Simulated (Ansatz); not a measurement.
## VW2C3 in Ansatz: convergence with ecutrho ratio

Input of the first run (ecutrho ratio 4); the others differ in this setting and in those tied to it:

Contents of input.yaml:

```yaml
crystal:
  lattice:
    - [-1.524485, 2.16193, 4.585029]
    - [1.524485, -2.16193, 4.585029]
    - [1.524485, 2.16193, -4.585029]
  atoms:
    - { symbol: W, position: [0.843989, 0.333434, 0.501613] }
    - { symbol: W, position: [0.180211, 0.677272, 0.531475] }
    - { symbol: V, position: [0.484987, 0.007104, 0.498952], spin: 2.0 }
    - { symbol: C, position: [0.322751, 0.354908, -0.005148] }
    - { symbol: C, position: [0.660428, 0.652092, 0.003886] }
    - { symbol: C, position: [-0.008518, 0.004376, 0.001564] }
hamiltonian:
  xc: pbe
  pseudopotentials: { kind: paw }
magnetization:
  spin_polarized: true
kpoints:
  mp_grid: { grid: [5, 7, 8] }
scf:
  occupations: { method: fermi_dirac, width: 0.1 }
output:
  forces: true
  stress: true
  eigenvalues: true
basis:
  ecutrho_ratio: 4
```

Potentials or basis: Ansatz PAW.

The run is started by

```bash
$ ansatz run input.yaml --threads 2 --pin off --max-ram 5632MiB --backend cpu --events-out ev --progress --plain --runs-dir out
```

The cell isn't the ideal one: atoms moved at random, drawn with an rms of 0.05 Å.

The cell comes from a database or a generator and needn't be the stable form of this composition.

Hardware: 2 threads of Arm Neoverse V2 (shared host).

```
ecutrho ratio  energy less the tightest run, at zero smearing (meV/atom)  SCF cycles  CPU time (s)  peak memory (GiB)
            4                                                       0.00          14            76               0.65
            5                                                       0.00          14            76               0.67
            6                                                       0.00          14            77               0.67
            8                                                       0.00          14            77               0.71
           10                                                       0.00          14            77               0.74
           12                                                       0.00          14            78               0.76
```

Against the tightest run, the energy stays within 1 meV/atom from 4 on. The tightest run that finished is the yardstick and may itself not be fully converged.

Caveat, for the tightest run too: the starting moments weren't kept. The run has no spin-orbit coupling, so splittings on W are missing.
